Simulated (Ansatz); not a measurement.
# ZrC: the cost of one run

Program: Ansatz 0.2.0. Level of theory: DFT PBEsol, scalar-relativistic. These are calculated values, not measurements.

### 1 The structure to begin with

The structure is cubic, space group Fm-3m (No. 225). Conventional cell: a = 4.700 Å, b = 4.700 Å, c = 4.700 Å, α = 90.00°, β = 90.00°, γ = 90.00°. Around Zr (site symmetry m-3m) lie 6 C at 2.35 Å. C (site symmetry m-3m) is surrounded by 6 Zr at 2.35 Å.

Structure file:

```cif
data_structure
_symmetry_space_group_name_H-M 'P 1'
_symmetry_Int_Tables_number 1
_cell_length_a 3.3237
_cell_length_b 3.3237
_cell_length_c 3.3237
_cell_angle_alpha 60.000
_cell_angle_beta 60.000
_cell_angle_gamma 60.000
_cell_volume 25.96
loop_
_atom_site_label
_atom_site_type_symbol
_atom_site_fract_x
_atom_site_fract_y
_atom_site_fract_z
_atom_site_occupancy
Zr1 Zr 0.50000 0.50000 0.50000 1
C1 C 0.00000 0.00000 0.00000 1
```

Atoms are numbered in the order of the input: Zr1, C2.

### 2 After the deformation

Space group Fm-3m before, I4/mmm after.

### 3 Full-potential LAPW

input.yaml reads:

```yaml
crystal:
  lattice:
    - [0.0, 2.35021, 2.3267079]
    - [2.35021, 0.0, 2.3267079]
    - [2.35021, 2.35021, 0.0]
  atoms:
    - { symbol: Zr, position: [0.5, 0.5, 0.5] }
    - { symbol: C, position: [0.0, 0.0, 0.0] }
kpoints:
  mp_grid: { grid: [15, 15, 15] }
  band_path:
    path:
      - [0.0, 0.0, 0.0]
      - [0.0, 0.5, 0.5]
      - [0.25, 0.75, 0.5]
      - [0.0, 0.5, 0.0]
      - [0.0, 0.0, 0.0]
      - [0.5, 0.5, 0.0]
      - [0.3775380063, 0.6224619937, 0.0]
      - [-0.3775380063, 0.3775380063, 0.0]
      - [0.0, 0.0, 0.0]
    npoints: 5
scf:
  occupations: { method: fermi_dirac, width: 0.05 }
hamiltonian:
  xc: pbesol
  pseudopotentials: { kind: all_electron, lapw: { basis_error: 0.0005 } }
output:
  forces: true
  stress: true
  eigenvalues: true
```

Run with:

```bash
$ ansatz run input.yaml --threads 1 --pin off --max-ram 3072MiB --backend cpu --events-out ev --progress --plain --runs-dir out
```

What time and memory should one allow on 1 thread of Intel Xeon 6975P-C (Granite Rapids), shared host?

About 28 s, with a peak of 0.74 GiB.
